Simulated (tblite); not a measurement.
# C7H11N2P: the cost of one run

The runs use tblite 0.8.0 and PySCF 2.14.0, with density-fitted response routines of our own; the level of theory stands in each step. All values are computed, except where a source is named. Atoms count from 0, in the outputs and in this text.

## 1. The starting structure

21 atoms, charge 0, multiplicity 1; geometry from: force field or distance geometry start.

Bonds of the start (Å): C0–C1 1.52, C1–C2 1.48, C2–N3 1.30, N3–N4 1.29, N4–C5 1.49, C5–C6 1.51, C6–C7 1.51, N4–C8 1.33, C8–P9 1.91, P9–C2 1.62, C7–C5 1.49, C0–H10 1.10, C0–H11 1.10, C0–H12 1.14, C1–H13 1.13, C1–H14 1.08, C5–H15 1.10, C6–H16 1.10, C6–H17 1.10, C7–H18 1.08, C7–H19 1.13, C8–H20 1.09.

## 2. Geometry optimisation with GFN2-xTB

What the job is given:

```
{"job": {"kind": "relax", "xc": "GFN2-xTB", "basis": "xTB"}, "charge": 0, "multiplicity": 1}
C      3.495600    -0.550200    -0.026100
C      2.611700     0.362600    -0.868100
C      1.369000     0.585200    -0.086900
N      0.285600    -0.122500    -0.164200
N     -0.763600     0.125900     0.543900
C     -1.993700    -0.705600     0.450300
C     -3.176100     0.145600     0.056600
C     -2.626800    -0.901700    -0.883000
C     -0.716300     1.180500     1.350100
P      1.065000     1.769900     0.980700
H      3.633200    -1.496200    -0.565200
H      4.445700    -0.032900     0.183600
H      3.012900    -0.707800     0.998900
H      3.167800     1.341700    -0.894200
H      2.459700     0.041000    -1.889200
H     -2.219100    -1.388000     1.284600
H     -4.165600    -0.017800     0.511600
H     -2.993900     1.175700    -0.283500
H     -2.167700    -0.500800    -1.780200
H     -3.231900    -1.850300    -0.928800
H     -1.500200     1.562800     2.008600
```

On the command line:

```console
OMP_NUM_THREADS=1 python probes_run.py task.json out
```

One launch serves the whole session: the jobs run in the order shown.

**Question.** How long does this first job take on 1 thread of Arm Neoverse V2, shared host?

About 1.2 s.
